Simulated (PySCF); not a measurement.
# HgH: from the state search to spectroscopic constants

What are the lowest state that PBE0 finds, the bond length, vibrational wavenumber and bond energy of HgH, and how much do these hang on the method?

Computed with PySCF 2.14.0. Level: Hg def2-SVP with ECP60, H def2-SVP, scalar-relativistic core potentials.

**1. Input**

The job is set up so:

| Item | Value |
| --- | --- |
| atoms | Hg, H |
| charge | 0 |
| basis | Hg def2-SVP with ECP60, H def2-SVP |
| Hamiltonian | scalar-relativistic core potentials |
| basis functions | 37 |
| electrons treated | 21 |
| masses in u | 201.9706, 1.0078 |
| levels | PBE0, PBE, r²SCAN, M06-L, BLYP, r²SCANh, HF, MP2, SCS-MP2, CCSD, CCSD(T) |
| grid | 80 radial by 434 angular points |
| occupations | held fixed by the projection of orbital angular momentum |
| dissociation limit | Hg + H, each in its ground configuration |
| starting distance in angstrom | 1.695 |
| values of 2S to try | 1, 3 |

Launch:

```console
$ OMP_NUM_THREADS=1 python dia.py task.json out
```

After this run come: PBE0 along the bond; Higher solutions at PBE0; PBE (GGA); r²SCAN; M06-L; BLYP (GGA); r²SCANh (hybrid meta-GGA); UHF (mean field); MP2 and coupled cluster.

**Question.** What will these runs give? Wanted: for each run, Re; ωe; De; μ.

The runs gave:

Lowest PBE0 solution found, without spin–orbit coupling: ²Σ⁺ (doublet), unpaired electrons σ ↑. The other levels ran on it alone.

| level | Re (Å) | ωe (cm⁻¹) | De (eV) | μ (D) |
| --- | --- | --- | --- | --- |
| UHF | 1.822 | 1080 | -0.013 | -0.59 |
| UHF-MP2 | 1.785 | 1018 | -0.079 | n/a |
| UHF-SCS-MP2 | 1.787 | 1070 | -0.056 | n/a |
| UHF-CCSD | 1.788 | 1167 | 0.167 | n/a |
| UHF-CCSD(T) | 1.788 | 1169 | 0.177 | n/a |
| PBE | 1.826 | 1117 | 0.321 | -0.30 |
| BLYP | 1.865 | 1010 | 0.315 | -0.32 |
| r²SCAN | 1.804 | 1173 | 0.488 | -0.32 |
| M06-L | 1.858 | 1047 | 0.199 | -0.62 |
| r²SCANh | 1.801 | 1180 | 0.480 | -0.33 |
| PBE0 | 1.802 | 1189 | 0.321 | -0.38 |

De is counted to Hg + H in their ground configurations. A positive dipole means Hg(−)H(+).

**Reading.** The methods spread over 0.080 Å in bond length, from UHF-MP2 to BLYP. CCSD(T) can't serve as the judge here: for a weak bond in this basis it is far from its limit. Of the levels with a De here, UHF-MP2 gives the least (-0.079 eV) and r²SCAN the most (0.488 eV).

Spin–orbit coupling is left out. A negative De means that the minimum lies above the separated atoms at that level. The bond is weak, and basis-set superposition, which was not computed, may be a sizeable part of it. With spin–orbit coupling the term label itself may not hold.
